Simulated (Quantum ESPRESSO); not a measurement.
# Si2Ni (I4/mmm) in Quantum ESPRESSO: single point with LDA

Aim: the single point of Si2Ni with LDA.

Program: Quantum ESPRESSO 7.5. These are calculated values, not measurements. Logs are shortened: lines on timing, memory, paths and dates and some standing lists are left out, and cuts for length are marked.

### 1 The structure

The structure is tetragonal, space group I4/mmm (No. 139). The conventional cell has a = 3.833 Å, b = 3.833 Å, c = 5.368 Å, α = 90.00°, β = 90.00°, γ = 90.00°. Ni (site symmetry 4/mmm) is surrounded by 8 Si at 2.34 Å. Si (site symmetry -4m2) has 4 Ni at 2.34 Å and 2 Si at 2.68 Å as nearest neighbours.

The cell was built by a generator and needn't be a form met in nature.

### 2 Single point, LDA

File pw.in:

```
&CONTROL
  calculation = 'scf'
  prefix = 'pwscf'
  outdir = './tmp'
  pseudo_dir = './pseudo'
  tprnfor = .true.
  tstress = .true.
  disk_io = 'nowf'
/
&SYSTEM
  ibrav = 0
  nat = 3
  ntyp = 2
  ecutwfc = 45
  ecutrho = 360
  nbnd = 20
  occupations = 'smearing'
  smearing = 'mp'
  degauss = 0.00734986
/
&ELECTRONS
  conv_thr = 6d-10
  electron_maxstep = 120
  mixing_beta = 0.5
/
ATOMIC_SPECIES
Ni    58.6934 ni_lda_v1.4.uspp.F.UPF
Si    28.0850 si_lda_v1.uspp.F.UPF
CELL_PARAMETERS angstrom
   0.0000000000    2.7103791900    2.6837546400
   2.7103791900    0.0000000000    2.6837546400
   2.7103791900    2.7103791900    0.0000000000
ATOMIC_POSITIONS crystal
Ni     0.0000000000    0.0000000000    0.0000000000
Si     0.2500000000    0.2500000000    0.2500000000
Si     0.7500000000    0.7500000000    0.7500000000
K_POINTS automatic
16 16 16 0 0 0
```

Potentials or basis: GBRV 1.5 LDA.

Launch:

```console
$ OMP_NUM_THREADS=1 pw.x -in pw.in > pw.out
```

pw.out:

```text
This program is part of the open-source Quantum ESPRESSO suite
     for quantum simulation of materials; please cite
[... 9 lines left out ...]
     --------------------
     sticks:   dense  smooth     PW     G-vecs:    dense   smooth      PW
     Sum        1285     649    199                30683    10897    1909

     Using Slab Decomposition

     bravais-lattice index     =            0
     lattice parameter (alat)  =       7.2079  a.u.
     unit-cell volume          =     266.0906 (a.u.)^3
     number of atoms/cell      =            3
     number of atomic types    =            2
     number of electrons       =        26.00
     number of Kohn-Sham states=           20
     kinetic-energy cutoff     =      45.0000  Ry
     charge density cutoff     =     360.0000  Ry
     scf convergence threshold =      6.0E-10
     mixing beta               =       0.5000
     number of iterations used =            8  plain     mixing
     Exchange-correlation= SLA  PZ   NOGX NOGC
                           (   1   1   0   0   0   0   0)

     celldm(1)=   7.207935  celldm(2)=   0.000000  celldm(3)=   0.000000
     celldm(4)=   0.000000  celldm(5)=   0.000000  celldm(6)=   0.000000

     crystal axes: (cart. coord. in units of alat)
               a(1) = (   0.000000   0.710588   0.703608 )
               a(2) = (   0.710588   0.000000   0.703608 )
               a(3) = (   0.710588   0.710588   0.000000 )

     reciprocal axes: (cart. coord. in units 2 pi/alat)
               b(1) = ( -0.703642  0.703642  0.710623 )
               b(2) = (  0.703642 -0.703642  0.710623 )
               b(3) = (  0.703642  0.703642 -0.710623 )

     PseudoPot. # 1 for Ni read from file:
     ni_lda_v1.4.uspp.F.UPF
     Pseudo is Ultrasoft + core correction, Zval = 18.0
     Generated by new atomic code, or converted to UPF format
     Using radial grid of  865 points,  6 beta functions with:
                l(1) =   0
                l(2) =   0
                l(3) =   1
                l(4) =   1
                l(5) =   2
                l(6) =   2
     Q(r) pseudized with 10 coefficients,  rinner =    0.980   0.980   0.980
                                                       0.980   0.980

     PseudoPot. # 2 for Si read from file:
     si_lda_v1.uspp.F.UPF
     Pseudo is Ultrasoft + core correction, Zval =  4.0
     Generated by new atomic code, or converted to UPF format
     Using radial grid of  899 points,  6 beta functions with:
                l(1) =   0
                l(2) =   0
                l(3) =   1
                l(4) =   1
                l(5) =   2
                l(6) =   2
     Q(r) pseudized with  8 coefficients,  rinner =    0.900   0.900   0.900
                                                       0.900   0.900

     atomic species   valence    mass     pseudopotential
     Ni               18.00    58.69340     Ni( 1.00)
     Si                4.00    28.08500     Si( 1.00)

     16 Sym. Ops., with inversion, found

   Cartesian axes

     site n.     atom                  positions (alat units)
         1        Ni     tau(   1) = (   0.0000000   0.0000000   0.0000000  )
         2        Si     tau(   2) = (   0.3552941   0.3552941   0.3518040  )
         3        Si     tau(   3) = (   1.0658824   1.0658824   1.0554121  )

     number of k points=   349  Methfessel-Paxton smearing, width (Ry)=  0.0073

     Number of k-points >= 100: set verbosity='high' to print them.

     Dense  grid:    30683 G-vectors     FFT dimensions: (  45,  45,  45)

     Smooth grid:    10897 G-vectors     FFT dimensions: (  32,  32,  32)

     Check: negative core charge=   -0.000002

     Initial potential from superposition of free atoms

     starting charge      23.9988, renormalised to      26.0000
     Starting wfcs are   21 randomized atomic wfcs

     Self-consistent Calculation

     iteration #  1     ecut=    45.00 Ry     beta= 0.50
     Davidson diagonalization with overlap
     ethr =  1.00E-02,  avg # of iterations =  6.7

     total energy              =    -334.31292203 Ry
     estimated scf accuracy    <      51.03725028 Ry

     iteration #  2     ecut=    45.00 Ry     beta= 0.50
     Davidson diagonalization with overlap
     ethr =  1.00E-02,  avg # of iterations =  3.0

     total energy              =    -361.71137297 Ry
     estimated scf accuracy    <      55.40233279 Ry

     iteration #  3     ecut=    45.00 Ry     beta= 0.50
     Davidson diagonalization with overlap
     ethr =  1.00E-02,  avg # of iterations =  2.2

     total energy              =    -362.05023834 Ry
     estimated scf accuracy    <      10.51723117 Ry

     iteration #  4     ecut=    45.00 Ry     beta= 0.50
     Davidson diagonalization with overlap
     ethr =  1.00E-02,  avg # of iterations =  2.2

     total energy              =    -362.89152157 Ry
     estimated scf accuracy    <       1.24715421 Ry

     iteration #  5     ecut=    45.00 Ry     beta= 0.50
     Davidson diagonalization with overlap
     ethr =  4.80E-03,  avg # of iterations =  1.3

     total energy              =    -362.14829586 Ry
     estimated scf accuracy    <       1.32014724 Ry

     iteration #  6     ecut=    45.00 Ry     beta= 0.50
     Davidson diagonalization with overlap
     ethr =  4.80E-03,  avg # of iterations =  2.2

     total energy              =    -362.84390259 Ry
     estimated scf accuracy    <       2.92971938 Ry

     iteration #  7     ecut=    45.00 Ry     beta= 0.50
     Davidson diagonalization with overlap
     ethr =  4.80E-03,  avg # of iterations =  1.0

     total energy              =    -362.87154271 Ry
     estimated scf accuracy    <       3.16353328 Ry

     iteration #  8     ecut=    45.00 Ry     beta= 0.50
     Davidson diagonalization with overlap
     ethr =  4.80E-03,  avg # of iterations =  1.1

     total energy              =    -361.91444493 Ry
     estimated scf accuracy    <       3.46808298 Ry

     iteration #  9     ecut=    45.00 Ry     beta= 0.50
     Davidson diagonalization with overlap
     ethr =  4.80E-03,  avg # of iterations =  2.1

     total energy              =    -362.53239117 Ry
     estimated scf accuracy    <       0.61280470 Ry

     iteration # 10     ecut=    45.00 Ry     beta= 0.50
     Davidson diagonalization with overlap
     ethr =  2.36E-03,  avg # of iterations =  1.1

     total energy              =    -362.55138897 Ry
     estimated scf accuracy    <       0.05554650 Ry

     iteration # 11     ecut=    45.00 Ry     beta= 0.50
     Davidson diagonalization with overlap
     ethr =  2.14E-04,  avg # of iterations =  2.2

     total energy              =    -362.56020427 Ry
     estimated scf accuracy    <       0.00514247 Ry

     iteration # 12     ecut=    45.00 Ry     beta= 0.50
     Davidson diagonalization with overlap
     ethr =  1.98E-05,  avg # of iterations =  2.5

     total energy              =    -362.56010383 Ry
     estimated scf accuracy    <       0.00496599 Ry

     iteration # 13     ecut=    45.00 Ry     beta= 0.50
     Davidson diagonalization with overlap
     ethr =  1.91E-05,  avg # of iterations =  1.0

     total energy              =    -362.55960189 Ry
     estimated scf accuracy    <       0.00405044 Ry

     iteration # 14     ecut=    45.00 Ry     beta= 0.50
     Davidson diagonalization with overlap
     ethr =  1.56E-05,  avg # of iterations =  1.1

     total energy              =    -362.55973028 Ry
     estimated scf accuracy    <       0.00083531 Ry

     iteration # 15     ecut=    45.00 Ry     beta= 0.50
     Davidson diagonalization with overlap
     ethr =  3.21E-06,  avg # of iterations =  1.2

     total energy              =    -362.55945329 Ry
     estimated scf accuracy    <       0.00080227 Ry

     iteration # 16     ecut=    45.00 Ry     beta= 0.50
     Davidson diagonalization with overlap
     ethr =  3.09E-06,  avg # of iterations =  2.0

     total energy              =    -362.55961092 Ry
     estimated scf accuracy    <       0.00006189 Ry

     iteration # 17     ecut=    45.00 Ry     beta= 0.50
     Davidson diagonalization with overlap
     ethr =  2.38E-07,  avg # of iterations =  2.8

     total energy              =    -362.55949520 Ry
     estimated scf accuracy    <       0.00092225 Ry

     iteration # 18     ecut=    45.00 Ry     beta= 0.50
     Davidson diagonalization with overlap
     ethr =  2.38E-07,  avg # of iterations =  2.5

     total energy              =    -362.55956154 Ry
     estimated scf accuracy    <       0.00001446 Ry

     iteration # 19     ecut=    45.00 Ry     beta= 0.50
     Davidson diagonalization with overlap
     ethr =  5.56E-08,  avg # of iterations =  1.9

     total energy              =    -362.55956323 Ry
     estimated scf accuracy    <       0.00000005 Ry

     iteration # 20     ecut=    45.00 Ry     beta= 0.50
     Davidson diagonalization with overlap
     ethr =  2.06E-10,  avg # of iterations =  4.1

     total energy              =    -362.55956330 Ry
     estimated scf accuracy    <       0.00000006 Ry

     iteration # 21     ecut=    45.00 Ry     beta= 0.50
     Davidson diagonalization with overlap
     ethr =  2.06E-10,  avg # of iterations =  1.2

     total energy              =    -362.55956331 Ry
     estimated scf accuracy    <       0.00000002 Ry

     iteration # 22     ecut=    45.00 Ry     beta= 0.50
     Davidson diagonalization with overlap
     ethr =  8.49E-11,  avg # of iterations =  1.0

     total energy              =    -362.55956331 Ry
     estimated scf accuracy    <       0.00000002 Ry

     iteration # 23     ecut=    45.00 Ry     beta= 0.50
     Davidson diagonalization with overlap
     ethr =  6.38E-11,  avg # of iterations =  1.0

     total energy              =    -362.55956330 Ry
     estimated scf accuracy    <       0.00000002 Ry

     iteration # 24     ecut=    45.00 Ry     beta= 0.50
     Davidson diagonalization with overlap
     ethr =  6.38E-11,  avg # of iterations =  2.0

     End of self-consistent calculation

     Number of k-points >= 100: set verbosity='high' to print the bands.

     the Fermi energy is    12.9007 ev

!    total energy              =    -362.55956330 Ry
     estimated scf accuracy    <          7.5E-11 Ry
     smearing contrib. (-TS)   =      -0.00001392 Ry
     internal energy E=F+TS    =    -362.55954938 Ry

     The total energy is F=E-TS. E is the sum of the following terms:
     one-electron contribution =    -291.01916214 Ry
     hartree contribution      =     158.29240075 Ry
     xc contribution           =     -43.93279631 Ry
     ewald contribution        =    -185.89999168 Ry

     convergence has been achieved in  24 iterations

     Forces acting on atoms (cartesian axes, Ry/au):

     atom    1 type  1   force =     0.00000000   -0.00000000    0.00000000
     atom    2 type  2   force =     0.00000000    0.00000000    0.00000000
     atom    3 type  2   force =     0.00000000    0.00000000   -0.00000000

     Total force =     0.000000     Total SCF correction =     0.000000

     Computing stress (Cartesian axis) and pressure

          total   stress  (Ry/bohr**3)                   (kbar)     P=      -44.73
  -0.00031215   0.00000000   0.00000000          -45.92        0.00        0.00
   0.00000000  -0.00031215  -0.00000000            0.00      -45.92       -0.00
  -0.00000000   0.00000000  -0.00028799           -0.00        0.00      -42.37

=------------------------------------------------------------------------------=
   JOB DONE.
=------------------------------------------------------------------------------=
```

It took 4.1 min on 1 thread of Intel Xeon Platinum 8375C at 2.90GHz (Ice Lake), shared host; peak memory 0.3 GiB.

Results:

```yaml
Free_energy: -4932.8742 eV
Pressure: -4.5 GPa
Band_gap_on_the_k_mesh: none (metal or under the smearing width)
```

Stress tensor (GPa, compression positive):
```
-4.59  0.00  0.00
 0.00 -4.59  0.00
 0.00  0.00 -4.24
```
